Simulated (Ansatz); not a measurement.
# C₂H₇BTe: a ladder of functionals and wavefunction methods

How much do the methods differ for C₂H₇BTe? The plan is to run it at one geometry with functionals of several rungs and with coupled cluster. The yardstick is the atomisation energy at the CCSD(T) limit.

Computed with Ansatz 0.2.0, Gaussian basis. Level: functionals in def2-TZVPP, the program's frozen cores in correlated methods.

The runs, in order: PBE-D4, r2SCAN-D4, PBE0-D4, B3LYP-D4, ωB97X-V, ωB97M-V, B2PLYP; CCSD(T)/def2-TZVPP; MP2/def2-QZVPP; extrapolation to the limit.

### Step 1. The geometry

The geometry comes from an earlier relaxation with PBE0-D4 in a triple-zeta def2 set; it is a stationary point, not always the lowest conformer. Te takes the def2 core potential; no spin-orbit term is included.

11 atoms, charge 0, spin multiplicity 1.

Atoms are counted from 1 here; the program's logs count them from 0.

Bond lengths: B1–C2 1.544 Å, B1–Te4 2.421 Å, B1–H5 1.197 Å, B1–H6 1.200 Å, C2–C3 1.505 Å, C2–Te4 2.225 Å, C2–H7 1.089 Å, C3–H8 1.092 Å, C3–H9 1.092 Å, C3–H10 1.096 Å, Te4–H11 1.657 Å. Angles: C2–B1–Te4 63.9°, C2–B1–H5 120.5°, C2–B1–H6 118.3°, Te4–B1–H5 106.6°, Te4–B1–H6 105.3°, H5–B1–H6 120.6°, B1–C2–C3 122.9°, B1–C2–Te4 77.6°, B1–C2–H7 118.4°, C3–C2–Te4 111.4°, C3–C2–H7 113.6°, Te4–C2–H7 104.0°, C2–C3–H8 113.3°, C2–C3–H9 111.6°, C2–C3–H10 108.2°, H8–C3–H9 108.8°, H8–C3–H10 107.8°, H9–C3–H10 106.9° and more.

### Step 2. PBE-D4 (GGA)

Contents of in.yaml:

```yaml
crystal:
  periodic: [false, false, false]
  atoms:
    - {symbol: B, position_ang: [-0.622506, 1.061915, -0.604327]}
    - {symbol: C, position_ang: [0.312992, -0.114219, -0.252034]}
    - {symbol: C, position_ang: [1.044854, -0.212761, 1.059583]}
    - {symbol: Te, position_ang: [-1.700482, -1.052638, -0.129030]}
    - {symbol: H, position_ang: [-0.868810, 1.321695, -1.746178]}
    - {symbol: H, position_ang: [-0.967847, 1.798391, 0.278216]}
    - {symbol: H, position_ang: [0.802802, -0.648379, -1.064980]}
    - {symbol: H, position_ang: [1.318507, -1.235866, 1.325403]}
    - {symbol: H, position_ang: [0.465283, 0.220478, 1.878045]}
    - {symbol: H, position_ang: [1.968616, 0.370844, 0.980245]}
    - {symbol: H, position_ang: [-1.688110, -1.566362, -1.704243]}
basis:
  gaussian: {orbitals: def2-TZVPP}
hamiltonian: {xc: pbe, dispersion: d4}
output: {forces: true, orbitals: {seedname: orbitals}}
```

The run is started by

```sh
> ansatz run in.yaml --threads 4 --pin off --events-out ev --progress --plain --max-ram 10444MiB
```

Further steps of the session: r2SCAN-D4 (meta-GGA); PBE0-D4 (hybrid); B3LYP-D4 (hybrid); ωB97X-V (range-separated); ωB97M-V (range-separated); B2PLYP (double hybrid); CCSD(T) in def2-TZVPP; MP2 in def2-QZVPP.

**Question.** What will the summary of the whole plan be? Wanted: atomisation energy, CCSD(T)/CBS; farthest; mean size of error, hybrid; mean size of error, range-separated; gap, smallest and largest; T1 diagnostic; triples share of the correlation energy.

As calculated:

```
                               quantity                                           value
        atomisation energy, CCSD(T)/CBS                                       39.814 eV
    functionals within 0.398 eV (1.0 %)  r2SCAN-D4, PBE0-D4, B3LYP-D4, ωB97X-V, ωB97M-V
                               farthest                              PBE-D4 (+0.662 eV)
             mean size of error, hybrid                                        0.089 eV
    mean size of error, range-separated                                        0.094 eV
              gap, smallest and largest            4.03 eV (PBE-D4), 10.01 eV (ωB97X-V)
                          T1 diagnostic                                          0.0116
triples share of the correlation energy                                           3.3 %
```

What this shows: PBE-D4 is off by +0.662 eV. Double hybrids carry the basis error of their MP2 part in triple zeta, and no dispersion term here, so their miss is partly the set-up's. The reference freezes the cores and leaves out spin-orbit coupling and excitations past (T), and its outer-core shells are covered unevenly, so misses under about 0.398 eV can't be ranked. All levels share the lack of spin-orbit coupling, which lowers the free heavy atoms and so the true binding. Hartree-Fock recovers 74 % of the binding; the rest is correlation. Orbital gaps span 4.0 to 10.0 eV; exact exchange widens them. Correlated methods include outer-core shells of Te, which these sets cover unevenly.
